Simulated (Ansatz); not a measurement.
# CH6B2O: a ladder of functionals and wavefunction methods

One table from this session's results is given with a row withheld; the runs are named, their logs left out.

Computed with Ansatz 0.2.0, Gaussian basis. Level: functionals in def2-TZVPP, the program's frozen cores in correlated methods.

Levels to be run: LDA (SPW92), PBE-D4, revPBE-D4, BLYP-D4, r2SCAN-D4, B97M-V, PBE0-D4, B3LYP-D4, r2SCANh-D4, r2SCAN0-D4, HSE06-D4, BHLYP-D4, CAM-B3LYP-D4, LC-ωPBE, ωB97X-V, ωB97M-V, B2PLYP, PBE-QIDH; CCSD(T)/def2-SVP; CCSD(T)/def2-TZVPP; MP2/def2-QZVPP; extrapolation to the limit; RPA on PBE.

### The relaxed structure

An earlier PBE0-D4 in a triple-zeta def2 set relaxation fixed the geometry.

SMILES `CBBO`, 10 atoms, charge 0, spin multiplicity 1.

Atoms are counted from 1 here; the program's logs count them from 0.

Bond lengths: C1–B2 1.560 Å, C1–H5 1.093 Å, C1–H6 1.091 Å, C1–H7 1.104 Å, B2–B3 1.681 Å, B2–H8 1.206 Å, B3–O4 1.360 Å, B3–H9 1.210 Å, O4–H10 0.960 Å. Angles: B2–C1–H5 113.8°, B2–C1–H6 116.4°, B2–C1–H7 104.2°, H5–C1–H6 109.8°, H5–C1–H7 104.8°, H6–C1–H7 106.8°, C1–B2–B3 124.7°, C1–B2–H8 116.4°, B3–B2–H8 118.8°, B2–B3–O4 128.5°, B2–B3–H9 117.9°, O4–B3–H9 113.6°, B3–O4–H10 114.1°.

The first run:

in.yaml

```yaml
crystal:
  periodic: [false, false, false]
  atoms:
    - {symbol: C, position_ang: [-1.153958, 0.489237, -0.792666]}
    - {symbol: B, position_ang: [-0.171421, -0.587449, -0.235516]}
    - {symbol: B, position_ang: [0.800042, -0.386709, 1.121646]}
    - {symbol: O, position_ang: [2.062117, 0.114027, 1.192534]}
    - {symbol: H, position_ang: [-2.090024, 0.075107, -1.176809]}
    - {symbol: H, position_ang: [-1.365595, 1.336832, -0.138881]}
    - {symbol: H, position_ang: [-0.638871, 0.892222, -1.681652]}
    - {symbol: H, position_ang: [-0.137532, -1.639797, -0.824315]}
    - {symbol: H, position_ang: [0.350775, -0.722327, 2.193745]}
    - {symbol: H, position_ang: [2.427566, 0.377757, 0.344913]}
basis:
  gaussian: {orbitals: def2-TZVPP}
hamiltonian: {xc: lda}
output: {orbitals: {seedname: orbitals}}
```

On the command line:

```
> ansatz run in.yaml --threads 2 --pin off --events-out ev --progress --plain --max-ram 4352MiB
```

Among the steps run: LDA; PBE-D4 (GGA); revPBE-D4 (GGA); BLYP-D4 (GGA); r2SCAN-D4 (meta-GGA); B97M-V (meta-GGA); B3LYP-D4 (hybrid); r2SCANh-D4 (hybrid); r2SCAN0-D4 (hybrid); HSE06-D4 (hybrid); BHLYP-D4 (hybrid); CAM-B3LYP-D4 (range-separated); LC-ωPBE (range-separated); ωB97X-V (range-separated); ωB97M-V (range-separated); B2PLYP (double hybrid); PBE-QIDH (double hybrid).

One table of the session follows, with a row left open; its other results are not shown here.

```
  functional  HOMO (eV)  gap (eV)
 LDA (SPW92)      -6.15      3.50
      PBE-D4      -6.09      3.71
   revPBE-D4      -6.06      3.80
     BLYP-D4      -6.04      3.81
   r2SCAN-D4      -6.35      4.36
      B97M-V      -6.44      4.35
     PBE0-D4      -7.46      6.05
    B3LYP-D4      -7.29      5.66
  r2SCANh-D4      -6.85      5.19
  r2SCAN0-D4      -7.62      6.44
    HSE06-D4      -7.05      5.26
    BHLYP-D4      -8.80      8.40
CAM-B3LYP-D4          ?         ?
     LC-ωPBE     -10.25     11.15
     ωB97X-V      -9.90     10.67
     ωB97M-V      -9.74     10.22
```

**Question.** Estimate the row for CAM-B3LYP-D4.

The run gave: HOMO (eV): -8.92; gap (eV): 8.59. In the column «HOMO (eV)» it lies between ωB97M-V (-9.74) and BHLYP-D4 (-8.80).
